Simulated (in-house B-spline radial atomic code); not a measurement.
**Ba⁴⁺: excited configurations**

Wanted: excitation energies of Ba⁴⁺ as differences of total energies (ΔSCF).

Method: scalar-relativistic (spin-free one-electron X2C) BP86, spin-polarised, spherical fractional occupations, Fermi nucleus, basis-set limit. Code: in-house B-spline radial atomic code version 1.

## 1. The system

```
element       : barium (Z = 56)
charge        : +4
electrons     : 52
configuration : [Kr] 4d10 5s2 5p4
Hamiltonian   : scalar-relativistic (X2C)
nucleus       : Fermi, rms radius 4.838 fm
```

The outer shells:

[Kr] 4d10 5s2 5p4
```
[Kr] core
4d [↑↓][↑↓][↑↓][↑↓][↑↓]
5s [↑↓]
5p [↑↓][↑ ][↑ ]
```

Where spins are not typed, each open shell is filled with up spins first.

## 2. The base configuration

Input settings:

```ini
Z = 56
electrons = 52.0
configuration = [Kr] 4d10 5s2 5p4
hamiltonian = x2c
method = b88,p86
spin_polarised = True
nucleus = fermi
rms_radius = 4.8378
mass_number = 138
atomic_mass = 137.905247059
speed_of_light = 137.035999084
```

## 3. [Ar] 3d9 4s2 4p6 4d10 5s2 5p4 6s1

The settings differ from step 2 so:

```diff
@@ -2,3 +2,3 @@
 electrons = 52.0
-configuration = [Kr] 4d10 5s2 5p4
+configuration = [Ar] 3d9 4s2 4p6 4d10 5s2 5p4 6s1
 hamiltonian = x2c
```

## 4. [Kr] 4d10 5s1 5p4 5f1

The settings differ from step 3 so:

```diff
@@ -2,3 +2,3 @@
 electrons = 52.0
-configuration = [Ar] 3d9 4s2 4p6 4d10 5s2 5p4 6s1
+configuration = [Kr] 4d10 5s1 5p4 5f1
 hamiltonian = x2c
```

## 5. Configuration [Ar] 3d10 4s2 4p5 4d10 5s2 5p5

The settings differ from step 4 so:

```diff
@@ -2,3 +2,3 @@
 electrons = 52.0
-configuration = [Kr] 4d10 5s1 5p4 5f1
+configuration = [Ar] 3d10 4s2 4p5 4d10 5s2 5p5
 hamiltonian = x2c
```

## 6. Run with [Ar] 3d9 4s2 4p6 4d10 5s2 5p4 5f1

The settings differ from step 5 so:

```diff
@@ -2,3 +2,3 @@
 electrons = 52.0
-configuration = [Ar] 3d10 4s2 4p5 4d10 5s2 5p5
+configuration = [Ar] 3d9 4s2 4p6 4d10 5s2 5p4 5f1
 hamiltonian = x2c
```

## 7. Run with [Kr] 4d10 5s1 5p4 6d1

The settings differ from step 6 so:

```diff
@@ -2,3 +2,3 @@
 electrons = 52.0
-configuration = [Ar] 3d9 4s2 4p6 4d10 5s2 5p4 5f1
+configuration = [Kr] 4d10 5s1 5p4 6d1
 hamiltonian = x2c
```

Before running: How far above the reference does each configuration lie (order and size, in eV)?

As calculated:

| net move | configuration | 2|M_S|+1 | energy above the reference (eV) | largest <r> (bohr) |
| --- | --- | --- | --- | --- |
| 5s → 5f | [Kr] 4d10 5s1 5p4 5f1 | 5 | 54.459 | 3.59 |
| 5s → 6d | [Kr] 4d10 5s1 5p4 6d1 | 5 | 54.602 | 4.47 |
| 4p → 5p | [Ar] 3d10 4s2 4p5 4d10 5s2 5p5 | 3 | 170.69 | 1.73 |
| 3d → 6s | [Ar] 3d9 4s2 4p6 4d10 5s2 5p4 6s1 | 5 | 797.97 | 3.10 |
| 3d → 5f | [Ar] 3d9 4s2 4p6 4d10 5s2 5p4 5f1 | 5 | 810.21 | 3.43 |

What this shows: The lowest of them is 5s → 5f at 54.459 eV and the highest 3d → 5f at 810.21 eV. 3 of them lie more than 60 % above minus the reference's highest level (53.068 eV), in the range where a state can decay by emitting an electron. The reference has 2|M_S|+1 = 3; 4 of the configurations differ from it in spin. These are spherical averages at the typed spins, not spectroscopic levels.
